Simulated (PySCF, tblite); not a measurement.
**C₃H₈GeSi: a rotation path, then NMR shifts on frames**

Aim: move C₃H₈GeSi (`C#[C][GeH2][CH2][SiH3]`) away from its starting geometry and see how NMR shifts follow the geometry.

The runs use tblite 0.8.0 and PySCF 2.14.0, with density-fitted response routines of our own; the level of theory stands in each step. All values are computed, except where a source is named. Atoms count from 0, in the outputs and in this text.

### Step 1. The molecule as given

13 atoms, charge 0, multiplicity 1; geometry from: GFN2-xTB.

Bonds of the start (Å): C0–C1 1.20, C1–Ge2 1.90, Ge2–C3 1.97, C3–Si4 1.90, C0–H5 1.05, Ge2–H6 1.50, Ge2–H7 1.51, C3–H8 1.09, C3–H9 1.09, Si4–H10 1.47, Si4–H11 1.47, Si4–H12 1.46.

### Step 2. A band between two rotamers with GFN2-xTB

Job settings and geometry (Å):

```
{"job": {"kind": "neb", "xc": "GFN2-xTB", "basis": "xTB", "atoms": [1, 2, 3, 4], "turn": 120}, "charge": 0, "multiplicity": 1}
C      2.895776    -0.135651     0.825163
C      1.950566     0.442316     0.356960
Ge     0.437578     1.294319    -0.411824
C     -0.895246    -0.045203    -0.960295
Si    -1.566980    -1.066395     0.494226
H      3.726782    -0.632285     1.240121
H     -0.102190     2.256814     0.609861
H      0.940326     2.106453    -1.580881
H     -1.715634     0.465428    -1.464358
H     -0.436850    -0.707391    -1.695389
H     -2.228858    -0.174337     1.450571
H     -2.542086    -2.027458    -0.031361
H     -0.467572    -1.776124     1.149479
```

Method: GFN2-xTB climbing-image nudged elastic band, gas phase.

Started as:

```sh
OMP_NUM_THREADS=1 python probes_run.py task.json out
```

This one command runs all jobs of the session in turn.

The program printed:

```text
image   E - E0 / eV
  0       0.0000
  1       0.0109
  2       0.0315
  3       0.0501
  4       0.0560
  5       0.0463
  6       0.0275
  7       0.0114
  8       0.0065
```

Wall time 1.8 s (1 thread of Arm Neoverse V2, shared host); peak memory 0.18 GiB.

The final band, with the dihedral C1–Ge2–C3–Si4:

```
image  dihedral (°)  energy (eV)  energy (kcal/mol)
    0            62        0.000                0.0
    1            77        0.011                0.3
    2            92        0.031                0.7
    3           107        0.050                1.2
    4           123        0.056                1.3
    5           138        0.046                1.1
    6           153        0.027                0.6
    7           168        0.011                0.3
    8           182        0.007                0.2
```

### Step 3. Nuclear shieldings: image 0, PBE0/pcSseg-1

Job settings and geometry (Å):

```
{"job": {"kind": "nmr", "xc": "PBE0", "basis": "pcSseg-1", "pop": false}, "charge": 0, "multiplicity": 1}
C      2.895800    -0.135700     0.825200
C      1.950600     0.442300     0.357000
Ge     0.437600     1.294300    -0.411800
C     -0.895200    -0.045200    -0.960300
Si    -1.567000    -1.066400     0.494200
H      3.726800    -0.632300     1.240100
H     -0.102200     2.256800     0.609900
H      0.940300     2.106500    -1.580900
H     -1.715600     0.465400    -1.464400
H     -0.436800    -0.707400    -1.695400
H     -2.228900    -0.174300     1.450600
H     -2.542100    -2.027500    -0.031400
H     -0.467600    -1.776100     1.149500
```

Level: GIAO PBE0/pcSseg-1 NMR shielding, non-relativistic, gas phase.

The program printed:

```text
coarse grid: 49144 points
cycle   1  E = -2484.6872236480  dE = -4.276e-01  |g| = 9.496e-01  |ddm| = 3.453e+00
cycle   2  E = -2484.6570551873  dE =  3.017e-02  |g| = 9.831e-01  |ddm| = 1.185e+00
cycle   3  E = -2484.7717755325  dE = -1.147e-01  |g| = 9.072e-02  |ddm| = 6.977e-01
cycle   4  E = -2484.7727387685  dE = -9.632e-04  |g| = 4.996e-02  |ddm| = 1.002e-01
cycle   5  E = -2484.7733320421  dE = -5.933e-04  |g| = 1.437e-02  |ddm| = 4.340e-02
cycle   6  E = -2484.7733819850  dE = -4.994e-05  |g| = 4.021e-03  |ddm| = 1.281e-02
cycle   7  E = -2484.7733859456  dE = -3.961e-06  |g| = 6.938e-04  |ddm| = 3.567e-03
final grid: 101568 points
cycle   8  E = -2484.7733647647  dE = -3.154e-08  |g| = 7.268e-04  |ddm| = 1.919e-03
cycle   9  E = -2484.7733646915  dE =  7.324e-08  |g| = 9.274e-04  |ddm| = 1.346e-03
cycle  10  E = -2484.7733648757  dE = -1.842e-07  |g| = 1.794e-04  |ddm| = 7.474e-04
cycle  11  E = -2484.7733648837  dE = -8.006e-09  |g| = 4.457e-05  |ddm| = 1.536e-04
cycle  12  E = -2484.7733648842  dE = -4.757e-10  |g| = 5.917e-06  |ddm| = 3.724e-05
converged SCF energy = -2484.7733648842

GIAO shielding tensors (ppm)
atom      isotropic    diamagn.    paramagn.     s11        s22        s33       span
  0 C       81.948     260.231    -178.283     -4.306     -2.568    252.719    257.024
  1 C      100.379     268.242    -167.863      1.417      7.587    292.134    290.717
  2 Ge    1514.589    2754.141   -1239.553   1439.885   1484.304   1619.577    179.692
  3 C      197.428     254.881     -57.453    186.025    199.552    206.706     20.681
  4 Si     422.033     879.386    -457.354    396.891    404.292    464.915     68.024
  5 H       29.871      33.514      -3.643     24.406     24.691     40.514     16.108
  6 H       27.489      28.368      -0.879     21.264     22.226     38.976     17.712
  7 H       27.167      27.366      -0.199     20.162     22.028     39.311     19.148
  8 H       31.830      30.153       1.677     25.822     28.677     40.990     15.168
  9 H       31.551      31.257       0.294     26.050     28.846     39.757     13.707
 10 H       27.782      29.083      -1.301     24.164     26.057     33.125      8.962
 11 H       27.513      28.517      -1.003     23.712     25.049     33.779     10.067
 12 H       27.509      29.858      -2.349     23.300     27.211     32.017      8.717
```

Wall time 12 s (1 thread of Arm Neoverse V2, shared host); peak memory 0.78 GiB.

The references, computed at this level on geometries of the same kind, shield at (ppm): 1H TMS 31.72, 13C TMS 186.9, 29Si TMS 349.2, 73Ge GeMe4 1331. Their shielding less the atom's gives the shift. The references are single molecules in the gas phase. Each atom is listed at this fixed geometry, with no averaging over motion; a spectrum would average atoms that exchange fast.

```
atoms                                 environment  σ (ppm)  δ (ppm)
   C0                      terminal alkyne carbon     81.9    105.0
   C1                               alkyne carbon    100.4     86.5
   C3                 sp3 CH2 bonded to Ge and Si    197.4    -10.5
   H7       hydrogen on a germanium bonded to 2 C    27.17     4.55
   H6       hydrogen on a germanium bonded to 2 C    27.49     4.23
  H12           hydrogen on a silicon bonded to C    27.51     4.21
  H11           hydrogen on a silicon bonded to C    27.51     4.20
  H10           hydrogen on a silicon bonded to C    27.78     3.93
   H5        hydrogen on a terminal alkyne carbon    29.87     1.85
   H9  hydrogen on an sp3 CH2 bonded to Ge and Si    31.55     0.17
   H8  hydrogen on an sp3 CH2 bonded to Ge and Si    31.83    -0.11
  Ge2                germanium bonded to 2 C, 2 H     1515     -184
  Si4                    silicon bonded to C, 3 H    422.0    -72.9
```

### Step 4. Shielding tensors: image 2, PBE0/pcSseg-1

Job settings and geometry (Å):

```
{"job": {"kind": "nmr", "xc": "PBE0", "basis": "pcSseg-1", "pop": false}, "charge": 0, "multiplicity": 1}
C      3.185700    -0.037000     0.520900
C      2.124000     0.452500     0.237400
Ge     0.442200     1.203500    -0.225500
C     -0.768400    -0.194600    -0.910800
Si    -1.835900    -0.954100     0.460900
H      4.117400    -0.457700     0.774800
H     -0.081200     1.873000     1.015100
H      0.716000     2.284600    -1.240700
H     -1.404800     0.227500    -1.687000
H     -0.167200    -0.970100    -1.384200
H     -2.681800     0.087300     1.048500
H     -2.685500    -1.997000    -0.118100
H     -0.964800    -1.517400     1.491100
```

With the program's defaults for keys left out, this is: GIAO PBE0/pcSseg-1 NMR shielding, non-relativistic, gas phase.

The program printed:

```text
coarse grid: 49144 points
cycle   1  E = -2484.6858833937  dE = -4.247e-01  |g| = 9.502e-01  |ddm| = 3.454e+00
cycle   2  E = -2484.6555631346  dE =  3.032e-02  |g| = 9.843e-01  |ddm| = 1.191e+00
cycle   3  E = -2484.7707351360  dE = -1.152e-01  |g| = 9.044e-02  |ddm| = 7.023e-01
cycle   4  E = -2484.7716927795  dE = -9.576e-04  |g| = 4.977e-02  |ddm| = 1.003e-01
cycle   5  E = -2484.7722816624  dE = -5.889e-04  |g| = 1.434e-02  |ddm| = 4.323e-02
cycle   6  E = -2484.7723313929  dE = -4.973e-05  |g| = 4.031e-03  |ddm| = 1.279e-02
cycle   7  E = -2484.7723353711  dE = -3.978e-06  |g| = 6.861e-04  |ddm| = 3.561e-03
final grid: 101568 points
cycle   8  E = -2484.7723835749  dE = -3.270e-08  |g| = 7.238e-04  |ddm| = 2.025e-03
cycle   9  E = -2484.7723835047  dE =  7.025e-08  |g| = 9.109e-04  |ddm| = 1.329e-03
cycle  10  E = -2484.7723836892  dE = -1.846e-07  |g| = 1.541e-04  |ddm| = 7.467e-04
cycle  11  E = -2484.7723836950  dE = -5.802e-09  |g| = 4.616e-05  |ddm| = 1.391e-04
cycle  12  E = -2484.7723836956  dE = -5.139e-10  |g| = 5.930e-06  |ddm| = 3.681e-05
converged SCF energy = -2484.7723836956

GIAO shielding tensors (ppm)
atom      isotropic    diamagn.    paramagn.     s11        s22        s33       span
  0 C       83.221     260.272    -177.051     -3.856     -0.671    254.191    258.047
  1 C       99.576     267.845    -168.269     -1.698      7.416    293.012    294.710
  2 Ge    1519.331    2754.225   -1234.895   1454.417   1480.919   1622.657    168.240
  3 C      198.938     255.034     -56.097    184.226    203.566    209.021     24.794
  4 Si     420.059     879.012    -458.952    389.196    407.583    463.399     74.204
  5 H       29.920      33.485      -3.565     24.514     24.632     40.613     16.099
  6 H       27.557      28.612      -1.056     21.091     22.826     38.753     17.662
  7 H       27.206      27.540      -0.334     20.134     22.161     39.324     19.190
  8 H       31.729      30.245       1.485     25.525     28.831     40.832     15.307
  9 H       31.597      31.635      -0.038     25.874     29.377     39.541     13.667
 10 H       27.836      28.709      -0.873     24.166     26.168     33.173      9.007
 11 H       27.506      28.242      -0.736     23.650     25.027     33.841     10.191
 12 H       27.684      29.240      -1.556     23.720     26.817     32.515      8.795
```

Wall time 11 s (1 thread of Arm Neoverse V2, shared host); peak memory 0.85 GiB.

Key values: δ C0 103.7, C1 87.3, C3 -12.0, Ge2 -188, H7 4.51, H11 4.21 ppm.

### Step 5. NMR shieldings: image 4, PBE0/pcSseg-1

Job settings and geometry (Å):

```
{"job": {"kind": "nmr", "xc": "PBE0", "basis": "pcSseg-1", "pop": false}, "charge": 0, "multiplicity": 1}
C      3.416100     0.123400     0.203700
C      2.281100     0.513300     0.119900
Ge     0.473200     1.083800    -0.016200
C     -0.647300    -0.356900    -0.771500
Si    -2.084800    -0.835600     0.369900
H      4.413600    -0.205600     0.281800
H      0.055900     1.490100     1.370500
H      0.474000     2.327100    -0.865800
H     -1.027200    -0.043200    -1.742500
H     -0.017300    -1.227300    -0.950300
H     -2.963300     0.319200     0.561300
H     -2.835100    -1.934100    -0.241800
H     -1.543200    -1.253700     1.663300
```

Method: GIAO PBE0/pcSseg-1 NMR shielding, non-relativistic, gas phase.

The program printed:

```text
coarse grid: 49144 points
cycle   1  E = -2484.6850488756  dE = -4.268e-01  |g| = 9.506e-01  |ddm| = 3.460e+00
cycle   2  E = -2484.6546051219  dE =  3.044e-02  |g| = 9.852e-01  |ddm| = 1.202e+00
cycle   3  E = -2484.7700622101  dE = -1.155e-01  |g| = 9.012e-02  |ddm| = 7.097e-01
cycle   4  E = -2484.7710115992  dE = -9.494e-04  |g| = 4.961e-02  |ddm| = 1.003e-01
cycle   5  E = -2484.7715979222  dE = -5.863e-04  |g| = 1.420e-02  |ddm| = 4.294e-02
cycle   6  E = -2484.7716466352  dE = -4.871e-05  |g| = 4.069e-03  |ddm| = 1.267e-02
cycle   7  E = -2484.7716506978  dE = -4.063e-06  |g| = 6.638e-04  |ddm| = 3.559e-03
final grid: 101568 points
cycle   8  E = -2484.7716443362  dE = -3.123e-08  |g| = 6.630e-04  |ddm| = 1.869e-03
cycle   9  E = -2484.7716442835  dE =  5.265e-08  |g| = 8.255e-04  |ddm| = 1.192e-03
cycle  10  E = -2484.7716444272  dE = -1.437e-07  |g| = 1.587e-04  |ddm| = 6.621e-04
cycle  11  E = -2484.7716444335  dE = -6.299e-09  |g| = 4.257e-05  |ddm| = 1.370e-04
cycle  12  E = -2484.7716444340  dE = -4.347e-10  |g| = 5.656e-06  |ddm| = 3.530e-05
converged SCF energy = -2484.7716444340

GIAO shielding tensors (ppm)
atom      isotropic    diamagn.    paramagn.     s11        s22        s33       span
  0 C       83.437     259.837    -176.400     -3.502      0.810    253.004    256.506
  1 C       98.951     267.492    -168.541     -3.811      7.158    293.506    297.316
  2 Ge    1522.109    2754.021   -1231.913   1444.884   1495.701   1625.740    180.856
  3 C      199.661     255.577     -55.915    185.344    205.479    208.161     22.817
  4 Si     419.622     878.786    -459.164    389.752    406.692    462.423     72.671
  5 H       29.901      33.282      -3.381     24.557     24.614     40.532     15.975
  6 H       27.577      28.600      -1.023     20.585     23.454     38.694     18.109
  7 H       27.323      27.835      -0.513     20.387     22.312     39.269     18.883
  8 H       31.518      30.544       0.973     25.476     28.869     40.208     14.732
  9 H       31.588      32.018      -0.429     25.300     29.898     39.567     14.267
 10 H       27.908      28.468      -0.559     24.239     26.225     33.261      9.023
 11 H       27.524      28.032      -0.508     23.658     25.060     33.855     10.197
 12 H       27.762      28.839      -1.077     23.957     26.559     32.770      8.813
```

Wall time 11 s (1 thread of Arm Neoverse V2, shared host); peak memory 0.78 GiB.

This run: δ C0 103.5, C1 88.0, C3 -12.7, Ge2 -191, H7 4.39, H11 4.19 ppm.

### Step 6. Shielding tensors: image 6, PBE0/pcSseg-1

Job settings and geometry (Å):

```
{"job": {"kind": "nmr", "xc": "PBE0", "basis": "pcSseg-1", "pop": false}, "charge": 0, "multiplicity": 1}
C      3.541800     0.316400    -0.114100
C      2.373600     0.576200     0.008700
Ge     0.516200     0.933700     0.210200
C     -0.550800    -0.525500    -0.573500
Si    -2.260500    -0.702900     0.229500
H      4.568100     0.103100    -0.217500
H      0.276100     1.105400     1.684500
H      0.252100     2.259600    -0.449200
H     -0.650400    -0.349400    -1.644200
H      0.003400    -1.457300    -0.462000
H     -3.035300     0.521300     0.025400
H     -2.948700    -1.843100    -0.380600
H     -2.090000    -0.937000     1.665100
```

Level: GIAO PBE0/pcSseg-1 NMR shielding, non-relativistic, gas phase.

The program printed:

```text
coarse grid: 49144 points
cycle   1  E = -2484.6858820606  dE = -4.267e-01  |g| = 9.512e-01  |ddm| = 3.473e+00
cycle   2  E = -2484.6555016832  dE =  3.038e-02  |g| = 9.852e-01  |ddm| = 1.220e+00
cycle   3  E = -2484.7708423302  dE = -1.153e-01  |g| = 9.043e-02  |ddm| = 7.202e-01
cycle   4  E = -2484.7717984976  dE = -9.562e-04  |g| = 5.011e-02  |ddm| = 1.012e-01
cycle   5  E = -2484.7723969284  dE = -5.984e-04  |g| = 1.429e-02  |ddm| = 4.340e-02
cycle   6  E = -2484.7724463265  dE = -4.940e-05  |g| = 4.078e-03  |ddm| = 1.270e-02
cycle   7  E = -2484.7724504020  dE = -4.076e-06  |g| = 6.553e-04  |ddm| = 3.562e-03
final grid: 101568 points
cycle   8  E = -2484.7724655420  dE = -2.785e-08  |g| = 6.501e-04  |ddm| = 1.613e-03
cycle   9  E = -2484.7724654970  dE =  4.506e-08  |g| = 8.006e-04  |ddm| = 1.169e-03
cycle  10  E = -2484.7724656311  dE = -1.341e-07  |g| = 1.390e-04  |ddm| = 6.418e-04
cycle  11  E = -2484.7724656359  dE = -4.807e-09  |g| = 4.356e-05  |ddm| = 1.270e-04
cycle  12  E = -2484.7724656363  dE = -4.497e-10  |g| = 5.656e-06  |ddm| = 3.398e-05
converged SCF energy = -2484.7724656363

GIAO shielding tensors (ppm)
atom      isotropic    diamagn.    paramagn.     s11        s22        s33       span
  0 C       83.593     259.839    -176.246     -2.636      0.608    252.808    255.444
  1 C       98.928     266.953    -168.025     -3.035      6.373    293.447    296.482
  2 Ge    1516.744    2754.174   -1237.431   1434.031   1491.084   1625.115    191.084
  3 C      197.570     255.697     -58.127    189.156    201.405    202.149     12.993
  4 Si     421.403     878.674    -457.271    390.749    407.635    465.824     75.075
  5 H       29.908      33.252      -3.344     24.561     24.632     40.531     15.970
  6 H       27.509      28.550      -1.040     20.245     23.581     38.702     18.456
  7 H       27.409      28.141      -0.732     20.483     22.675     39.070     18.587
  8 H       31.422      30.951       0.471     25.653     28.977     39.638     13.984
  9 H       31.546      31.899      -0.353     25.197     29.954     39.487     14.290
 10 H       27.902      28.327      -0.425     24.178     26.251     33.278      9.101
 11 H       27.520      27.858      -0.338     23.712     25.078     33.769     10.057
 12 H       27.804      28.525      -0.721     23.990     26.492     32.931      8.941
```

Run time: 11 s. Hardware: 1 thread of Arm Neoverse V2, shared host; peak memory 0.79 GiB.

Key values: δ C0 103.3, C1 88.0, C3 -10.6, Ge2 -186, H7 4.31, H6 4.21 ppm.

### Step 7. Shielding tensors: image 8, PBE0/pcSseg-1

Job settings and geometry (Å):

```
{"job": {"kind": "nmr", "xc": "PBE0", "basis": "pcSseg-1", "pop": false}, "charge": 0, "multiplicity": 1}
C      3.536700     0.507500    -0.413400
C      2.392200     0.635400    -0.065800
Ge     0.563500     0.785100     0.439200
C     -0.482600    -0.686800    -0.338800
Si    -2.335200    -0.580000     0.065100
H      4.542600     0.408000    -0.709300
H      0.517600     0.787000     1.942100
H      0.091100     2.131500    -0.033700
H     -0.337700    -0.681800    -1.419500
H     -0.078500    -1.631600     0.026000
H     -2.881700     0.669900    -0.469700
H     -3.008400    -1.723700    -0.557700
H     -2.523900    -0.620000     1.517800
```

Level: GIAO PBE0/pcSseg-1 NMR shielding, non-relativistic, gas phase.

The program printed:

```text
coarse grid: 49144 points
cycle   1  E = -2484.6866865619  dE = -4.285e-01  |g| = 9.514e-01  |ddm| = 3.479e+00
cycle   2  E = -2484.6563415772  dE =  3.034e-02  |g| = 9.850e-01  |ddm| = 1.227e+00
cycle   3  E = -2484.7715680323  dE = -1.152e-01  |g| = 9.056e-02  |ddm| = 7.241e-01
cycle   4  E = -2484.7725361859  dE = -9.682e-04  |g| = 5.003e-02  |ddm| = 1.017e-01
cycle   5  E = -2484.7731323069  dE = -5.961e-04  |g| = 1.431e-02  |ddm| = 4.355e-02
cycle   6  E = -2484.7731818766  dE = -4.957e-05  |g| = 4.097e-03  |ddm| = 1.269e-02
cycle   7  E = -2484.7731859873  dE = -4.111e-06  |g| = 6.532e-04  |ddm| = 3.573e-03
final grid: 101568 points
cycle   8  E = -2484.7732032903  dE = -2.224e-08  |g| = 6.547e-04  |ddm| = 1.609e-03
cycle   9  E = -2484.7732032398  dE =  5.049e-08  |g| = 8.170e-04  |ddm| = 1.184e-03
cycle  10  E = -2484.7732033811  dE = -1.413e-07  |g| = 1.515e-04  |ddm| = 6.557e-04
cycle  11  E = -2484.7732033868  dE = -5.723e-09  |g| = 4.363e-05  |ddm| = 1.342e-04
cycle  12  E = -2484.7732033873  dE = -4.538e-10  |g| = 5.574e-06  |ddm| = 3.537e-05
converged SCF energy = -2484.7732033873

GIAO shielding tensors (ppm)
atom      isotropic    diamagn.    paramagn.     s11        s22        s33       span
  0 C       83.623     259.927    -176.304     -2.287      0.016    253.139    255.427
  1 C       99.113     266.738    -167.625     -1.917      6.022    293.235    295.152
  2 Ge    1514.412    2754.342   -1239.930   1431.369   1489.036   1622.831    191.462
  3 C      196.196     255.670     -59.474    193.393    196.300    198.895      5.502
  4 Si     422.736     878.633    -455.897    399.695    401.285    467.227     67.532
  5 H       29.921      33.276      -3.355     24.559     24.641     40.563     16.004
  6 H       27.468      28.375      -0.907     20.329     23.179     38.894     18.565
  7 H       27.477      28.428      -0.952     20.300     23.267     38.863     18.563
  8 H       31.470      31.526      -0.056     25.469     29.529     39.411     13.942
  9 H       31.457      31.445       0.012     25.510     29.443     39.419     13.909
 10 H       27.829      28.341      -0.512     24.037     26.337     33.112      9.075
 11 H       27.507      27.796      -0.289     23.733     25.085     33.703      9.970
 12 H       27.837      28.323      -0.486     24.040     26.345     33.127      9.087
```

Run time: 11 s. Hardware: 1 thread of Arm Neoverse V2, shared host; peak memory 0.85 GiB.

In short: δ C0 103.3, C1 87.8, C3 -9.3, Ge2 -183, H6 4.25, H7 4.24 ppm.

### Step 8. Run by run: NMR shifts

Shifts (ppm) of some atoms, chosen among heavy atoms and hydrogens apart, with basis size and wall time:

```
  frame     C0    C1     C3   H12     H8   Ge2    Si4  functions  time
image 0  105.0  86.5  -10.5  4.21  -0.11  -184  -72.9        156  12 s
image 2  103.7  87.3  -12.0  4.03  -0.01  -188  -70.9        156  11 s
image 4  103.5  88.0  -12.7  3.95   0.20  -191  -70.5        156  11 s
image 6  103.3  88.0  -10.6  3.91   0.29  -186  -72.2        156  11 s
image 8  103.3  87.8   -9.3  3.88   0.25  -183  -73.6        156  11 s
```

### Step 9. Summary of results

| quantity | value |
| --- | --- |
| barrier | 0.056 eV (1.3 kcal/mol) at image 4 |
| end to end (GFN2-xTB) | 0.007 eV |
| 13C shifts against TMS (PBE0/pcSseg-1, image 0) | 105.0, 86.5, -10.5 ppm |
| 1H shifts against TMS (PBE0/pcSseg-1, image 0) | 4.55, 4.23, 4.21, 4.20, 3.93, 1.85, 0.17, -0.11 ppm |
| 73Ge shifts against GeMe4 (PBE0/pcSseg-1, image 0) | -184 ppm |
| 29Si shifts against TMS (PBE0/pcSseg-1, image 0) | -72.9 ppm |
| range of the shift of Ge2 | -191 to -183 ppm |

**Reading.** Along the band the dihedral turns by 120°, and the top (dihedral 123°) lies 1.3 kcal/mol above the start (GFN2-xTB, rough), so at room temperature this motion is fast. Ends this close can change order at a higher level. The top was not checked by a frequency run. Shifts at one fixed geometry are not the observed spectrum, which averages over the motion. In the first frame run (image 0): Shielding is most anisotropic at C1 (span 291 ppm, paramagnetic term -168 ppm). In ppm, Ge2 moves most: its shift spreads over 8 ppm, from -191 (image 4) to -183 (image 8). Spin-orbit coupling is left out, which matters for shieldings and couplings at and beside the heavy atoms.
